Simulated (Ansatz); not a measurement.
# H5NSi: the cost of one run

Method: PBE0-D4/def2-TZVP structures, single points in def2-TZVPP, no counterpoise correction; program: Ansatz 0.2.0, Gaussian basis.

Levels: SPW92, PBE-D4, BLYP-D4, r2SCAN-D4, B97M-V, PBE0-D4, B3LYP-D4, r2SCAN0-D4, BHLYP-D4, CAM-B3LYP-D4, wB97X-V, wB97M-V, B2PLYP, PBE-QIDH, RPA on PBE, Hartree-Fock, MP2, CCSD, CCSD(T).

Cores are frozen in the correlated methods. B3LYP uses VWN-RPA correlation. B2PLYP carries no dispersion term here.

115 further runs of the same task are left out: 2 that didn't finish, 113 set aside as unsound or not needed.

### Step 1. The starting structure

The complex: 11 atoms, charge 0, spin multiplicity 1.

Atoms are counted from 1 here; the program's logs count them from 0.

Bond lengths: Si1–N2 1.778 Å, Si1–H3 1.488 Å, Si1–H4 1.477 Å, Si1–H5 1.477 Å, N2–H10 1.015 Å, N2–H11 1.014 Å, H6–F7 0.944 Å, H8–F9 0.999 Å. Angles: N2–Si1–H3 110.4°, N2–Si1–H4 106.8°, N2–Si1–H5 106.8°, H3–Si1–H4 109.7°, H3–Si1–H5 109.7°, H4–Si1–H5 113.4°, Si1–N2–H10 113.2°, Si1–N2–H11 113.2°, H10–N2–H11 107.1°.

As a file:

```mol
F2H7NSi
  3D, bonds by distance, orders not assigned

 11  8  0  0  0  0  0  0  0  0999 V2000
   -0.4964    0.3578   -1.1862 Si  0  0
    0.2085   -1.0517   -0.3633 N   0  0
   -0.8463    0.0153   -2.5913 H   0  0
   -1.7197    0.7191   -0.4422 H   0  0
    0.5314    1.4182   -1.1730 H   0  0
    0.3230    1.0585    2.0096 H   0  0
   -0.0224    1.9013    1.7624 F   0  0
    0.5787   -0.7279    1.0775 H   0  0
    0.8035   -0.4665    2.0146 F   0  0
   -0.4247   -1.8426   -0.3112 H   0  0
    1.0642   -1.3817   -0.7970 H   0  0
  1  2  8  0
  1  3  8  0
  1  4  8  0
  1  5  8  0
  2 10  8  0
  2 11  8  0
  6  7  8  0
  8  9  8  0
M  END
```

Its parts: SiNH₅ holds atoms 1, 2, 3, 4, 5, 10, 11; HF holds atoms 6, 7; HF holds atoms 8, 9. Each part counts its atoms afresh in its own runs.

### Step 2. Relaxing SiNH₅ alone

The input, relax-a/in.yaml:

```yaml
crystal:
  periodic: [false, false, false]
  atoms:
    - {symbol: Si, position_ang: [-0.496381, 0.357837, -1.186182]}
    - {symbol: N, position_ang: [0.208489, -1.051661, -0.363309]}
    - {symbol: H, position_ang: [-0.846262, 0.015326, -2.591312]}
    - {symbol: H, position_ang: [-1.719736, 0.719133, -0.442192]}
    - {symbol: H, position_ang: [0.531415, 1.418165, -1.173023]}
    - {symbol: H, position_ang: [-0.424662, -1.842624, -0.311158]}
    - {symbol: H, position_ang: [1.064164, -1.381728, -0.796975]}
basis:
  gaussian: {orbitals: def2-TZVP}
hamiltonian: {xc: pbe0, dispersion: d4}
relax: {f_tol: 0.005, max_steps: 200}
```

Started as:

```sh
ansatz run in.yaml --threads 4 --pin off --events-out ev --progress --plain --max-ram 9574MiB
```

**Question.** How long does this run take on 4 threads of AMD EPYC 7R43, shared host?

About 8 s.
